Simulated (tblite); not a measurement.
# C2H11N3O2Si3: the cost of one run

The runs use tblite 0.8.0 and PySCF 2.14.0, with density-fitted response routines of our own; the level of theory stands in each step. All values are computed, except where a source is named. Atoms are numbered from 0 throughout.

## Step 1: Starting geometry

21 atoms, charge 0, multiplicity 1; geometry from: force field or distance geometry start.

Bonds of the start (Å): O0–C1 1.25, C1–N2 1.41, N2–Si3 1.79, Si3–N4 1.79, N4–Si5 1.77, Si5–C6 1.85, C6–N7 1.43, N7–Si8 1.79, Si8–O9 1.69, Si8–N2 1.80, C1–H10 1.10, Si3–H11 1.45, Si3–H12 1.48, N4–H13 1.04, Si5–H14 1.49, Si5–H15 1.49, C6–H16 1.13, C6–H17 1.12, N7–H18 1.04, Si8–H19 1.48, O9–H20 1.01.

## Step 2: Optimising the geometry with GFN2-xTB

The job: settings as JSON, then the geometry in Å.

```
{"job": {"kind": "relax", "xc": "GFN2-xTB", "basis": "xTB"}, "charge": 0, "multiplicity": 1}
O      2.520000     2.253900    -0.888700
C      2.559200     1.041200    -0.572700
N      1.431900     0.389700    -0.030900
Si     1.573000    -1.345000     0.398900
N      0.167000    -2.204500    -0.290600
Si    -1.309200    -1.635500     0.494800
C     -2.141500    -0.237500    -0.382000
N     -1.227900     0.650000    -1.036600
Si    -0.087400     1.337100     0.165200
O      0.148600     3.005800    -0.015200
H      3.506100     0.497200    -0.703200
H      2.790900    -1.953000    -0.097300
H      1.554100    -1.381100     1.882800
H      0.155400    -2.185000    -1.332400
H     -0.918700    -1.155700     1.847900
H     -2.259500    -2.759100     0.695600
H     -2.697700     0.381000     0.377200
H     -2.909600    -0.618600    -1.095200
H     -1.735600     1.397400    -1.556100
H     -0.657800     1.070200     1.499800
H     -0.470300     3.468400     0.638500
```

Started as:

```console
OMP_NUM_THREADS=1 python probes_run.py task.json out
```

This one command runs all jobs of the session in turn.

**Question.** How long does this first job take on 1 thread of Arm Neoverse N1, shared host, and how much memory does it need?

About 2.6 s, with a peak of 0.18 GiB.
